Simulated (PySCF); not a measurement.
# CH6B2S: electronic excitations and core binding energies

Aim: predict the electronic excitations and core binding energies of CH6B2S (`BBSC`).

The runs use PySCF 2.14.0, with density-fitted response routines of our own; the level of theory stands in each step. All values are computed, except where a source is named. Atoms count from 0, in the outputs and in this text.

## Step 1: The starting structure

10 atoms, charge 0, multiplicity 1; geometry from: GFN2-xTB.

Bonds of the start (Å): B0–B1 1.63, B1–S2 1.76, S2–C3 1.83, B0–H4 1.17, B0–H5 1.17, B1–H6 1.18, C3–H7 1.08, C3–H8 1.09, C3–H9 1.09.

## Step 2: TDDFT and polarisability: CAM-B3LYP/def2-SVPD

Job settings and geometry (Å):

```
{"job": {"kind": "uv", "xc": "CAM-B3LYP", "basis": "def2-SVPD", "nstates": 8, "ntriplets": 3}, "charge": 0, "multiplicity": 1}
B     -1.551438    -0.382536     0.291458
B     -0.852660     0.072574    -1.110339
S      0.858444     0.465327    -1.284049
C      1.548859     0.228290     0.395713
H     -1.621946    -1.504799     0.630801
H     -2.012796     0.388946     1.047297
H     -1.426535     0.180812    -2.130880
H      1.402151    -0.801309     0.704647
H      2.608715     0.455084     0.344114
H      1.056089     0.902266     1.088712
```

Method: TDDFT CAM-B3LYP/def2-SVPD, vertical, gas phase, core orbitals frozen in the response.

On the command line:

```
OMP_NUM_THREADS=1 python probes_run.py task.json out
```

The driver reads the jobs from task.json and runs them one after another.

Log:

```text
coarse grid: 8608 points
cycle   1  E = -489.2694278045  dE =  1.857e-01  |g| = 1.727e-01  |ddm| = 3.902e+00
cycle   2  E = -489.2817138126  dE = -1.229e-02  |g| = 7.078e-02  |ddm| = 6.354e-01
cycle   3  E = -489.2831589762  dE = -1.445e-03  |g| = 3.130e-02  |ddm| = 2.586e-01
cycle   4  E = -489.2834582563  dE = -2.993e-04  |g| = 9.295e-03  |ddm| = 6.309e-02
cycle   5  E = -489.2834820918  dE = -2.384e-05  |g| = 1.556e-03  |ddm| = 2.006e-02
cycle   6  E = -489.2834829642  dE = -8.724e-07  |g| = 5.130e-04  |ddm| = 3.794e-03
final grid: 77608 points
cycle   7  E = -489.3387735247  dE = -1.762e-05  |g| = 2.337e-03  |ddm| = 3.923e-02
cycle   8  E = -489.3387738103  dE = -2.856e-07  |g| = 2.213e-03  |ddm| = 7.456e-03
cycle   9  E = -489.3387750722  dE = -1.262e-06  |g| = 1.630e-04  |ddm| = 2.995e-03
cycle  10  E = -489.3387750811  dE = -8.838e-09  |g| = 6.851e-05  |ddm| = 5.020e-04
cycle  11  E = -489.3387750828  dE = -1.715e-09  |g| = 1.114e-05  |ddm| = 1.692e-04
cycle  12  E = -489.3387750828  dE = -5.593e-11  |g| = 2.809e-06  |ddm| = 3.440e-05
converged SCF energy = -489.3387750828

Static polarisability (au): isotropic 62.507, principal 50.083 63.890 73.549

Singlet excitations
state   eV       nm        f      main configurations
  1   4.8125    257.6   0.00164   H-1->L 0.86
  2   5.0315    246.4   0.00099   H->L 0.95
  3   5.6904    217.9   0.00068   H-1->L+1 0.97
  4   6.0759    204.1   0.15220   H->L+1 0.91
  5   6.1983    200.0   0.00001   H-3->L 0.93
  6   6.8231    181.7   0.00004   H->L+2 0.41, H-2->L+1 0.21, H->L+3 0.16
  7   7.0526    175.8   0.00059   H-2->L+1 0.74, H->L+2 0.13
  8   7.0778    175.2   0.13096   H-2->L 0.87

Triplet excitations (Tamm-Dancoff, eV): 4.1216 4.6456 4.7992
```

Run time: 18 s. Hardware: 1 thread of Arm Neoverse N1, shared host; peak memory 0.53 GiB.

The orbitals next to the gap, with their largest atomic shares:

```tsv
orbital	eV	atoms
HOMO−3	-11.49	B0 45 %, H5 21 %, H4 21 %
HOMO−2	-11.02	B1 32 %, S2 24 %, H6 17 %
HOMO−1	-9.51	S2 36 %, B1 22 %, B0 21 %
HOMO	-8.99	S2 64 %, B1 15 %, C3 10 %
LUMO	-0.76	B0 49 %, B1 14 %, H5 10 %
LUMO+1	0.18	B1 42 %, S2 24 %, B0 14 %
LUMO+2	1.02	B0 30 %, S2 20 %, B1 14 %
```

With each of the 8 states as a Gaussian band of 0.4 eV half-width at 1/e, the curve within the window shown has maxima at 252 nm (ε 100), 204 nm (ε 6,200), 175 nm (ε 5,300) L/(mol cm). Beyond the last state computed it falls off for lack of states. The curve at chosen wavelengths:

```csv
nm,ε (L/mol/cm)
168,3034
173,5085
178,4955
183,3281
188,2387
193,3276
198,5069
203,6152
208,5681
213,4112
218,2414
223,1191
228,518
234,191
239,112
244,97
249,100
254,101
259,94
264,81
269,64
274,48
279,33
284,21
289,13
294,8
```

Ground-state properties from the same run:

```tsv
property	computed
dipole moment (D)	1.45
polarisability (Å³)	9.26
HOMO–LUMO gap (eV)	8.23
−ε(HOMO) (eV)	8.99
```

## Step 3: Core-electron binding energies: SCAN, X2C

Settings changed since step 2:

```diff
@@ -1,2 +1,2 @@
-{"job": {"kind": "uv", "xc": "CAM-B3LYP", "basis": "def2-SVPD", "nstates": 8, "ntriplets": 3}, "charge": 0, "multiplicity": 1}
+{"job": {"kind": "xps"}, "charge": 0, "multiplicity": 1}
 B     -1.551438    -0.382536     0.291458
```

With the program's defaults for keys left out, this is: delta-SCF UKS SCAN, pcX-2 on the ionised atom, pcseg-1 elsewhere, spin-free X2C.

Log:

```text
ground state, core basis on atom 0 (B), 121 functions
  cycle   1  E = -490.49190410  |g| = 2.88e-01
  cycle   2  E = -490.48960723  |g| = 3.12e-01
  cycle   3  E = -490.51929986  |g| = 7.10e-02
  cycle   4  E = -490.52077918  |g| = 2.37e-02
  cycle   5  E = -490.52094925  |g| = 8.63e-03
  cycle   6  E = -490.52097155  |g| = 2.37e-03
  cycle   7  E = -490.52097272  |g| = 8.68e-04
  cycle   8  E = -490.52097247  |g| = 1.20e-04
  E(ground) = -490.54006958 Eh
hole in B 1s of atom 0
  cycle   1  E = -482.91650122  |g| = 1.15e+00
  cycle   2  E = -481.31045673  |g| = 1.79e+00
  cycle   3  E = -483.08394415  |g| = 5.53e-01
  cycle   4  E = -483.08570274  |g| = 5.30e-01
  cycle   5  E = -483.28950692  |g| = 1.99e-01
  cycle   6  E = -483.22441883  |g| = 3.32e-01
  cycle   7  E = -483.25638682  |g| = 2.65e-01
  cycle   8  E = -483.31390619  |g| = 1.19e-01
  cycle   9  E = -483.32063287  |g| = 7.53e-02
  cycle  10  E = -483.31579800  |g| = 1.08e-01
  cycle  11  E = -483.31712047  |g| = 1.00e-01
  cycle  12  E = -483.31636062  |g| = 1.05e-01
  cycle  13  E = -483.31440192  |g| = 1.15e-01
  cycle  14  E = -483.31598662  |g| = 1.07e-01
  cycle  15  E = -483.32158288  |g| = 6.80e-02
  cycle  16  E = -483.32329698  |g| = 4.98e-02
  cycle  17  E = -483.32406856  |g| = 3.96e-02
  cycle  18  E = -483.32526785  |g| = 1.12e-02
  cycle  19  E = -483.32531023  |g| = 1.22e-02
  cycle  20  E = -483.32536347  |g| = 9.14e-03
  cycle  21  E = -483.32538370  |g| = 7.56e-03
  cycle  22  E = -483.32541564  |g| = 4.04e-03
  cycle  23  E = -483.32542699  |g| = 1.11e-03
  cycle  24  E = -483.32542706  |g| = 3.50e-04
  E(ion) = -483.34462346 Eh   <S^2> = 0.9705   hole on atom = 1.000   binding energy = 195.798 eV
ground state, core basis on atom 1 (B), 121 functions
  cycle   1  E = -490.52265961  |g| = 5.27e-02
  cycle   2  E = -490.52214251  |g| = 4.94e-02
  cycle   3  E = -490.52274585  |g| = 2.45e-02
  cycle   4  E = -490.52294406  |g| = 6.21e-03
  cycle   5  E = -490.52295645  |g| = 5.92e-04
  cycle   6  E = -490.52295844  |g| = 2.39e-04
  E(ground) = -490.54174681 Eh
hole in B 1s of atom 1
  cycle   1  E = -482.92252092  |g| = 1.17e+00
  cycle   2  E = -481.54326527  |g| = 1.83e+00
  cycle   3  E = -483.14474429  |g| = 5.31e-01
  cycle   4  E = -483.23845314  |g| = 3.93e-01
  cycle   5  E = -483.34523096  |g| = 7.91e-02
  cycle   6  E = -483.34870776  |g| = 4.22e-02
  cycle   7  E = -483.34988757  |g| = 1.51e-02
  cycle   8  E = -483.35011467  |g| = 8.52e-03
  cycle   9  E = -483.35023422  |g| = 5.71e-03
  cycle  10  E = -483.35031568  |g| = 2.93e-03
  cycle  11  E = -483.35032699  |g| = 1.05e-03
  cycle  12  E = -483.35032788  |g| = 3.65e-04
  E(ion) = -483.37018483 Eh   <S^2> = 0.8712   hole on atom = 1.000   binding energy = 195.148 eV
ground state, core basis on atom 2 (S), 132 functions
  cycle   1  E = -490.67837845  |g| = 4.05e-01
  cycle   2  E = -490.67835072  |g| = 3.53e-02
  cycle   3  E = -490.67794070  |g| = 4.90e-02
  cycle   4  E = -490.67863035  |g| = 5.72e-03
  cycle   5  E = -490.67863607  |g| = 1.12e-03
  cycle   6  E = -490.67863760  |g| = 3.20e-04
  E(ground) = -490.68251384 Eh
hole in S 1s of atom 2
  cycle   1  E = -398.43357282  |g| = 5.08e+00
  cycle   2  E = -398.53327294  |g| = 2.27e+00
  cycle   3  E = -398.02927214  |g| = 1.61e+00
  cycle   4  E = -399.59004187  |g| = 3.08e-01
  cycle   5  E = -399.63237938  |g| = 1.85e-01
  cycle   6  E = -399.65183180  |g| = 5.47e-02
  cycle   7  E = -399.65348003  |g| = 1.74e-02
  cycle   8  E = -399.65363124  |g| = 5.58e-03
  cycle   9  E = -399.65364723  |g| = 1.32e-03
  cycle  10  E = -399.65364893  |g| = 2.21e-04
  E(ion) = -399.64889548 Eh   <S^2> = 0.7515   hole on atom = 1.000   binding energy = 2477.151 eV
hole in S 2p of atom 2
  cycle   1  E = -483.98664318  |g| = 1.53e+00
  cycle   2  E = -483.73577366  |g| = 1.39e+00
  cycle   3  E = -484.35108489  |g| = 3.59e-01
  cycle   4  E = -484.42426123  |g| = 1.23e-01
  cycle   5  E = -484.43153933  |g| = 5.18e-02
  cycle   6  E = -484.43309574  |g| = 1.11e-02
  cycle   7  E = -484.43316726  |g| = 4.58e-03
  cycle   8  E = -484.43317902  |g| = 2.17e-03
  cycle   9  E = -484.43318314  |g| = 1.04e-03
  cycle  10  E = -484.43318441  |g| = 2.71e-04
  E(ion) = -484.44221430 Eh   <S^2> = 0.7552   hole on atom = 1.001   binding energy = 169.807 eV
  2p3/2 = 169.263 eV   2p1/2 = 170.498 eV
ground state, core basis on atom 3 (C), 121 functions
  cycle   1  E = -490.52949874  |g| = 6.51e-02
  cycle   2  E = -490.52874585  |g| = 5.96e-02
  cycle   3  E = -490.52955455  |g| = 2.94e-02
  cycle   4  E = -490.52982921  |g| = 5.66e-03
  cycle   5  E = -490.52983809  |g| = 8.06e-04
  cycle   6  E = -490.52983905  |g| = 9.64e-05
  E(ground) = -490.54771823 Eh
hole in C 1s of atom 3
  cycle   1  E = -479.24792775  |g| = 1.50e+00
  cycle   2  E = -478.27653607  |g| = 1.95e+00
  cycle   3  E = -479.70913137  |g| = 4.40e-01
  cycle   4  E = -479.76550493  |g| = 2.75e-01
  cycle   5  E = -479.81754849  |g| = 6.92e-02
  cycle   6  E = -479.81999597  |g| = 1.80e-02
  cycle   7  E = -479.82020756  |g| = 6.65e-03
  cycle   8  E = -479.82024471  |g| = 2.32e-03
  cycle   9  E = -479.82025069  |g| = 1.25e-03
  cycle  10  E = -479.82025379  |g| = 2.68e-04
  E(ion) = -479.83886935 Eh   <S^2> = 0.7746   hole on atom = 1.000   binding energy = 291.403 eV
```

It took 54 s on 1 thread of Arm Neoverse N1, shared host; peak memory 0.47 GiB.

Binding energies by hole, beside the orbital energy of the ground state; the difference holds orbital relaxation and, for a density functional, its self-interaction error:

```tsv
hole	stands for	environment	ΔSCF (eV; 2p as the shell's mean)	−ε (eV)	⟨S²⟩
B1s on B0	B0	boron bonded to B, 2 H	195.80 (doubtful)	180.0	0.971
B1s on B1	B1	boron bonded to B, S, H	195.15 (doubtful)	179.9	0.871
S1s on S2	S2	sulfur bonded to C, B	2477.15	2415.1	0.752
S2p on S2	S2	sulfur bonded to C, B	169.67	158.2	0.755
C1s on C3	C3	methyl carbon bonded to S	291.40	274.6	0.775
```

Doubtful: the ion did not converge, its hole moved, or its ⟨S²⟩ is well above 0.75.

With the spin-orbit splitting: S2 2p3/2 169.26, 2p1/2 170.50 eV. The table gives each 2p level as the mean over the whole 2p shell (two parts 2p3/2, one part 2p1/2), which differs a little from the single hole in the log.

## Step 4: Results

| quantity | value |
| --- | --- |
| lowest singlet (CAM-B3LYP/def2-SVPD) | 4.81 eV (258 nm), f = 0.002 |
| brightest single state of those computed | state 4, 6.08 eV, f = 0.152 |
| lowest triplet | 4.12 eV |
| S1s binding energies, SCAN/pcX-2 | S2 2477.15 eV |
| S2p binding energies, SCAN/pcX-2 | S2 169.67 eV |
| C1s binding energies, SCAN/pcX-2 | C3 291.40 eV |

**Reading.** The first singlet state (HOMO−1→LUMO 0.86) lies at 4.81 eV and is weak; of the 8 states computed, the strongest absorption comes from state 4 at 6.08 eV (the last state computed is bright too, and its partners may lie past the list). The lowest triplet lies 0.69 eV below the lowest singlet (triplets in Tamm-Dancoff, singlets in full TDDFT).
